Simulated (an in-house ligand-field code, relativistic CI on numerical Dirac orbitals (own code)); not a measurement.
# d2 in a ligand field: terms against the cubic field

Which terms of d2 lie lowest for given Racah parameters and ligand field?

Method: parametric ligand-field model of a d^n configuration (Racah B and C, spin-orbit zeta, crystal field), exact diagonalisation. Code: an in-house ligand-field code version 1.

## (1) The system

* shell: d2
* set 1 (cm⁻¹): B = 470, C = 2350, Oh, 10Dq = 7990
* set 2 (cm⁻¹): B = 470, C = 2350, Oh, 10Dq = 8930
* set 3 (cm⁻¹): B = 470, C = 2350, Oh, 10Dq = 9870
* set 4 (cm⁻¹): B = 470, C = 2350, Oh, 10Dq = 10810
* set 5 (cm⁻¹): B = 470, C = 2350, Oh, 10Dq = 11750
* set 6 (cm⁻¹): B = 470, C = 2350, Oh, 10Dq = 12690
* set 7 (cm⁻¹): B = 470, C = 2350, Oh, 10Dq = 13630
* set 8 (cm⁻¹): B = 470, C = 2350, Oh, 10Dq = 14570

## (2) Set 1

Settings of the run:

```ini
n = 2
racah_B = 470  # cm-1
racah_C = 2350  # cm-1
zeta = 0  # cm-1
symmetry = Oh
field = {"10Dq": 7990}  # cm-1
```

## (3) Set 2

Settings of the run:

```ini
n = 2
racah_B = 470  # cm-1
racah_C = 2350  # cm-1
zeta = 0  # cm-1
symmetry = Oh
field = {"10Dq": 8930}  # cm-1
```

## (4) Set 3

Settings of the run:

```ini
n = 2
racah_B = 470  # cm-1
racah_C = 2350  # cm-1
zeta = 0  # cm-1
symmetry = Oh
field = {"10Dq": 9870}  # cm-1
```

## (5) Set 4

Settings of the run:

```ini
n = 2
racah_B = 470  # cm-1
racah_C = 2350  # cm-1
zeta = 0  # cm-1
symmetry = Oh
field = {"10Dq": 10810}  # cm-1
```

## (6) Set 5

Settings of the run:

```ini
n = 2
racah_B = 470  # cm-1
racah_C = 2350  # cm-1
zeta = 0  # cm-1
symmetry = Oh
field = {"10Dq": 11750}  # cm-1
```

## (7) Set 6

Settings of the run:

```ini
n = 2
racah_B = 470  # cm-1
racah_C = 2350  # cm-1
zeta = 0  # cm-1
symmetry = Oh
field = {"10Dq": 12690}  # cm-1
```

## (8) Set 7

Settings of the run:

```ini
n = 2
racah_B = 470  # cm-1
racah_C = 2350  # cm-1
zeta = 0  # cm-1
symmetry = Oh
field = {"10Dq": 13630}  # cm-1
```

## (9) Set 8

Settings of the run:

```ini
n = 2
racah_B = 470  # cm-1
racah_C = 2350  # cm-1
zeta = 0  # cm-1
symmetry = Oh
field = {"10Dq": 14570}  # cm-1
```

(Steps that only read results are left out.)

Q: Predict the outcome of this session. Wanted: lowest terms.

As calculated:

| set | 10Dq/B (size) | lowest | S | electrons in z² and x²-y² | first level of the same spin (cm⁻¹) |
| --- | --- | --- | --- | --- | --- |
| 1: Oh | 17.0 | 3T1 | 1.00 | 0.05 | 3T2 7199 |
| 2: Oh | 19.0 | 3T1 | 1.00 | 0.04 | 3T2 8099 |
| 3: Oh | 21.0 | 3T1 | 1.00 | 0.04 | 3T2 9003 |
| 4: Oh | 23.0 | 3T1 | 1.00 | 0.03 | 3T2 9911 |
| 5: Oh | 25.0 | 3T1 | 1.00 | 0.03 | 3T2 10823 |
| 6: Oh | 27.0 | 3T1 | 1.00 | 0.03 | 3T2 11738 |
| 7: Oh | 29.0 | 3T1 | 1.00 | 0.02 | 3T2 12655 |
| 8: Oh | 31.0 | 3T1 | 1.00 | 0.02 | 3T2 13574 |

| quantity | value |
| --- | --- |
| lowest terms | 1: 3T1, 2: 3T1, 3: 3T1, 4: 3T1, 5: 3T1, 6: 3T1, 7: 3T1, 8: 3T1 |

**Reading.** The lowest term stays 3T1 over this range. B, C and the field are free parameters here, not those of a compound.
